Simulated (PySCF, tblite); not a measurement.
# C14H12SSi: excited states

Wanted: excited states for C14H12SSi (`[SiH3]c1ccc2c(c1)Cc1cc(C=S)ccc1-2`).

Computed with tblite 0.8.0 and PySCF 2.14.0 and routines of our own; the level stands in each step. Atoms count from 0.

### 1 The starting structure

28 atoms, charge 0, multiplicity 1; geometry from: force field or distance geometry start.

### 2 Optimising the geometry with GFN2-xTB

Job settings and geometry (Å):

```
{"job": {"kind": "relax", "xc": "GFN2-xTB", "basis": "xTB"}, "charge": 0, "multiplicity": 1}
Si    -4.995700    -0.842000    -0.210300
C     -3.215600    -0.348100     0.044600
C     -2.871100     0.739800     0.894500
C     -1.550900     1.136500     1.096200
C     -0.547600     0.412100     0.485200
C     -0.868800    -0.678500    -0.358700
C     -2.175500    -1.066900    -0.579800
C      0.406900    -1.288500    -0.917200
C      1.480900    -0.421400    -0.306400
C      2.845800    -0.513400    -0.467800
C      3.657000     0.411900     0.197400
C      5.138600     0.410400     0.102500
S      6.076300    -0.648000    -0.783500
C      3.080200     1.406500     1.013000
C      1.683400     1.499600     1.175200
C      0.889200     0.575400     0.520400
H     -5.096200    -2.294100    -0.477800
H     -5.560900    -0.101100    -1.368700
H     -5.800800    -0.507000     1.007500
H     -3.659900     1.313800     1.396600
H     -1.327300     1.977600     1.754300
H     -2.384800    -1.915100    -1.223400
H      0.420900    -1.207400    -1.999700
H      0.502500    -2.336600    -0.589600
H      3.264700    -1.284100    -1.104100
H      5.634700     1.202600     0.692300
H      3.701900     2.132700     1.539800
H      1.251100     2.260600     1.807500
```

On the command line:

```console
$ OMP_NUM_THREADS=2 python excited_run.py task.json out
```

This one command runs all jobs of the session in turn.

Log:

```text
step      E/eV     max force
  0   -1116.94792    1.739
  1   -1117.07771    0.648
  2   -1117.11642    0.393
  3   -1117.14002    0.294
  4   -1117.14910    0.200
  5   -1117.15495    0.190
  6   -1117.15781    0.174
  7   -1117.16134    0.151
  8   -1117.16414    0.122
  9   -1117.16618    0.091
 10   -1117.16745    0.066
 11   -1117.16836    0.061
 12   -1117.16912    0.069
 13   -1117.16990    0.065
 14   -1117.17084    0.075
 15   -1117.17186    0.080
 16   -1117.17264    0.055
 17   -1117.17306    0.036
 18   -1117.17327    0.031
 19   -1117.17341    0.028
 20   -1117.17351    0.018
 21   -1117.17357    0.017
 22   -1117.17361    0.016
 23   -1117.17365    0.012
 24   -1117.17367    0.013
 25   -1117.17369    0.009
```

Wall time 0.3 s (2 threads of Arm Neoverse V2, shared host); peak memory 0.18 GiB.

Along the way:

```tsv
step	energy from step 0 (eV)	largest force (eV/Å)
0	0.0000	1.7394
1	-0.1298	0.6480
2	-0.1685	0.3925
3	-0.1921	0.2939
4	-0.2012	0.2002
5	-0.2070	0.1895
6	-0.2099	0.1743
7	-0.2134	0.1512
8	-0.2162	0.1224
9	-0.2183	0.0909
10	-0.2195	0.0657
11	-0.2204	0.0607
12	-0.2212	0.0693
13	-0.2220	0.0645
14	-0.2229	0.0755
15	-0.2239	0.0796
16	-0.2247	0.0547
17	-0.2251	0.0356
18	-0.2253	0.0311
19	-0.2255	0.0282
20	-0.2256	0.0184
21	-0.2256	0.0172
22	-0.2257	0.0159
23	-0.2257	0.0116
24	-0.2257	0.0135
25	-0.2258	0.0085
```

Close pairs (by a distance rule), those that changed most:

```tsv
bond	before (Å)	after (Å)	change (Å)
C10–C11	1.485	1.432	-0.053
C11–S12	1.669	1.631	-0.038
Si0–H18	1.498	1.464	-0.034
C13–C14	1.409	1.378	-0.031
C1–C2	1.423	1.396	-0.027
Si0–C1	1.865	1.888	+0.023
Si0–H17	1.487	1.466	-0.021
C5–C7	1.520	1.502	-0.019
```

The next job starts from the end point, and lists it.

### 3 Vibrational analysis with GFN2-xTB

Job settings and geometry (Å):

```
{"job": {"kind": "ir", "xc": "GFN2-xTB", "basis": "xTB"}, "charge": 0, "multiplicity": 1}
Si    -4.993361    -0.833732    -0.208662
C     -3.189407    -0.348738     0.065268
C     -2.863574     0.732549     0.885087
C     -1.555063     1.122734     1.098376
C     -0.542100     0.410584     0.472355
C     -0.849637    -0.679443    -0.359360
C     -2.159551    -1.053095    -0.560237
C      0.409832    -1.281173    -0.912983
C      1.478099    -0.418209    -0.307000
C      2.839476    -0.490857    -0.451382
C      3.651709     0.438369     0.222021
C      5.077437     0.399845     0.098779
S      5.929186    -0.669029    -0.791596
C      3.057143     1.422439     1.030392
C      1.689131     1.495766     1.176947
C      0.894713     0.573510     0.506294
H     -5.055322    -2.272465    -0.471523
H     -5.521868    -0.092385    -1.357390
H     -5.758606    -0.500671     0.993839
H     -3.661879     1.277623     1.369010
H     -1.326017     1.961199     1.739558
H     -2.395744    -1.892764    -1.199110
H      0.431231    -1.244302    -2.004699
H      0.522131    -2.327885    -0.620790
H      3.306456    -1.243749    -1.069259
H      5.629008     1.155410     0.652968
H      3.693199     2.130375     1.542607
H      1.242479     2.255450     1.800566
```

Log:

```text
mode    cm-1     km/mol
  1      -6.5      0.10
  2      34.9      0.75
  3      64.0      2.17
  4      94.2      1.79
  5     125.0      1.30
  6     145.0      0.02
  7     154.9      1.80
  8     207.7      4.05
  9     215.4      0.11
 10     234.9      1.74
 11     330.3      0.47
 12     334.8      0.70
 13     382.5      0.40
 14     385.7      4.32
 15     405.8      0.16
 16     461.9      7.30
 17     473.4     15.67
 18     500.8      9.91
 19     529.6     30.53
 20     541.7     12.72
 21     554.5     43.62
 22     579.1     38.08
 23     591.2      1.95
 24     658.5     13.56
 25     660.9      7.30
 26     704.3      1.02
 27     725.2      0.47
 28     776.9    201.63
 29     778.1    243.74
 30     780.1      3.09
 31     783.2    152.09
 32     794.1    483.22
 33     813.8      6.00
 34     839.8      6.37
 35     874.7      0.97
 36     887.5      0.95
 37     895.4     44.81
 38     908.6      4.35
 39     912.8      1.75
 40     923.5      7.33
 41     955.5      0.31
 42     994.0      0.97
 43    1068.9     14.54
 44    1081.6      0.03
 45    1117.8      4.82
 46    1131.1     43.64
 47    1161.9     13.72
 48    1169.1      0.07
 49    1198.1      1.77
 50    1207.8      0.27
 51    1222.8     54.30
 52    1227.7      5.36
 53    1262.9      1.73
 54    1299.6      4.24
 55    1319.7    228.41
 56    1334.9      1.34
 57    1370.6     98.72
 58    1416.9     34.54
 59    1421.1      1.74
 60    1436.5     60.93
 61    1445.4     18.04
 62    1463.1      4.64
 63    1557.7      8.84
 64    1574.6      5.64
 65    1592.3     78.86
 66    1603.6     27.83
 67    2244.4    358.06
 68    2260.9    238.33
 69    2261.8    341.33
 70    2953.7     13.18
 71    2970.4     25.59
 72    2977.6     11.51
 73    3065.5     36.25
 74    3066.8     38.33
 75    3074.2     17.53
 76    3082.0     35.11
 77    3087.7      8.92
 78    3091.0     48.94
```

Run time: 1.7 s. Hardware: 2 threads of Arm Neoverse V2, shared host; peak memory 0.18 GiB.

The strongest bands and the atoms that carry them (share of the mass-weighted mode):

```tsv
cm⁻¹	km/mol	atoms
777	201.6	H16 43 %, H18 34 %, H17 15 %
778	243.7	H18 18 %, H16 18 %, C14 16 %, C7 10 %
783	152.1	H17 57 %, H18 24 %, H16 15 %
794	483.2	H16 18 %, H18 18 %, H17 14 %
1320	228.4	C11 25 %, C10 20 %, C8 11 %
2244	358.1	H17 96 %
2261	238.3	H16 89 %
2262	341.3	H18 88 %
```

### 4 Excited states: TDA CAM-B3LYP/def2-SVP

Settings changed since step 3:

```diff
@@ -1,2 +1,2 @@
-{"job": {"kind": "ir", "xc": "GFN2-xTB", "basis": "xTB"}, "charge": 0, "multiplicity": 1}
+{"job": {"kind": "states", "xc": "CAM-B3LYP", "basis": "def2-SVP", "tda": true, "soc": true, "nstates": 5, "ntriplets": 6, "nquad": 4}, "charge": 0, "multiplicity": 1}
 Si    -4.993361    -0.833732    -0.208662
```

Level: TDA CAM-B3LYP/def2-SVP excited states, vertical, gas phase, spin-orbit mean-field couplings.

Log:

```text
coarse grid: 25896 points
cycle   1  E = -1227.2217517626  dE =  3.540e+00  |g| = 4.481e-01  |ddm| = 7.169e+00
cycle   2  E = -1227.2269714886  dE = -5.220e-03  |g| = 5.057e-01  |ddm| = 1.891e+00
cycle   3  E = -1227.2950917546  dE = -6.812e-02  |g| = 1.021e-01  |ddm| = 9.599e-01
cycle   4  E = -1227.2978818195  dE = -2.790e-03  |g| = 4.349e-02  |ddm| = 1.842e-01
cycle   5  E = -1227.2983838345  dE = -5.020e-04  |g| = 1.352e-02  |ddm| = 8.771e-02
cycle   6  E = -1227.2984335909  dE = -4.976e-05  |g| = 3.883e-03  |ddm| = 2.242e-02
cycle   7  E = -1227.2984397247  dE = -6.134e-06  |g| = 1.891e-03  |ddm| = 1.034e-02
final grid: 245048 points
cycle   8  E = -1227.4863263523  dE = -5.418e-05  |g| = 4.525e-03  |ddm| = 5.424e-02
cycle   9  E = -1227.4863251970  dE =  1.155e-06  |g| = 5.173e-03  |ddm| = 1.545e-02
cycle  10  E = -1227.4863326037  dE = -7.407e-06  |g| = 8.377e-04  |ddm| = 8.482e-03
cycle  11  E = -1227.4863327971  dE = -1.934e-07  |g| = 2.457e-04  |ddm| = 1.297e-03
cycle  12  E = -1227.4863328202  dE = -2.310e-08  |g| = 8.731e-05  |ddm| = 5.588e-04
cycle  13  E = -1227.4863328230  dE = -2.725e-09  |g| = 3.298e-05  |ddm| = 2.233e-04
cycle  14  E = -1227.4863328236  dE = -6.244e-10  |g| = 2.241e-05  |ddm| = 1.008e-04
converged SCF energy = -1227.4863328236

Singlet excitations
state   eV       nm        f     d(h-e)  d(exc)  Lambda  PR(NTO)  |dmu|/D   mu/D   main configurations
  1   2.1793   568.9   0.00003   1.369   3.067   0.412   1.001    3.569    0.915   H-1->L 0.89
  2   4.0085   309.3   1.24098   1.487   4.475   0.731   1.117    4.347    7.073   H->L 0.93
  3   4.5115   274.8   0.01688   0.959   3.688   0.596   1.505    2.601    5.424   H-3->L 0.38, H-2->L 0.38
  4   4.8999   253.0   0.02782   1.354   4.372   0.612   1.873    4.461    7.172   H-2->L 0.33, H->L+2 0.18, H-3->L 0.18
  5   5.5052   225.2   0.03151   1.179   4.349   0.712   1.881                     H-4->L 0.44, H-3->L 0.22, H->L+2 0.22

Triplet excitations (Tamm-Dancoff)
state   eV     d(h-e)  d(exc)  Lambda  PR(NTO)   main configurations
  1   1.6875   1.294   2.981   0.408   1.002   H-1->L 0.87, H-1->L+1 0.08
  2   2.2325   0.232   3.579   0.740   1.123   H->L 0.75, H-4->L 0.13
  3   3.4842   0.264   3.381   0.730   1.935   H-4->L 0.25, H->L+1 0.23, H->L 0.10
  4   3.8108   0.897   3.510   0.585   1.115   H-2->L 0.42, H-3->L 0.40
  5   4.2871   0.932   3.513   0.652   1.484   H-2->L+1 0.24, H-2->L 0.17, H-3->L 0.17
  6   4.3461   0.228   3.227   0.716   2.105   H-2->L+2 0.20, H->L+2 0.19, H-6->L 0.11
S1 - T1 = 0.4919 eV

Spin-orbit couplings |<S|Hso|T>| (cm-1)
             T1       T2       T3       T4       T5       T6
S0      159.042    0.046    0.046    0.077    0.128    0.039
S1        0.003  110.199   60.457   11.136   21.396   27.906
S2       73.820    0.024    0.033    0.040    0.026    0.053
S3       10.001    0.015    0.022    0.012    0.017    0.009
S4       11.405    0.042    0.129    0.030    0.099    0.118
S5       70.474    0.046    0.054    0.030    0.012    0.055
T1 sublevels (cm-1): 0.000 0.000 4.502   radiative rates (1/s): 0.44 1.31e-05 9.11e+03
```

Run time: 2.5 min. Hardware: 2 threads of Arm Neoverse V2, shared host; peak memory 2 GiB.

From this job:

```tsv
quantity	value
S1 less T1	0.49 eV
```

### 5 Results

| quantity | value |
| --- | --- |
| strongest single infrared mode (GFN2-xTB) | 794 cm⁻¹, 483 km/mol |
| zero-point energy (GFN2-xTB) | 127.0 kcal/mol |
| S1 less T1 (step 4, TDA CAM-B3LYP/def2-SVP) | 0.49 eV |

In words: The lowest mode is slightly imaginary (6i cm⁻¹), a soft motion within the noise of the Hessian, so the minimum is not strictly shown. The strongest single mode, at 794 cm⁻¹, has its largest shares on H16, H18 and H17 (the list is cut at 3 atoms). GFN2-xTB is a fitted tight-binding method: band positions and strengths are rough. Its intensities can rank the bands wrongly. In step 4, the number of triplets below S1 is 1, and the largest singlet-triplet spin-orbit coupling is S0–T1, 159.04 cm⁻¹.
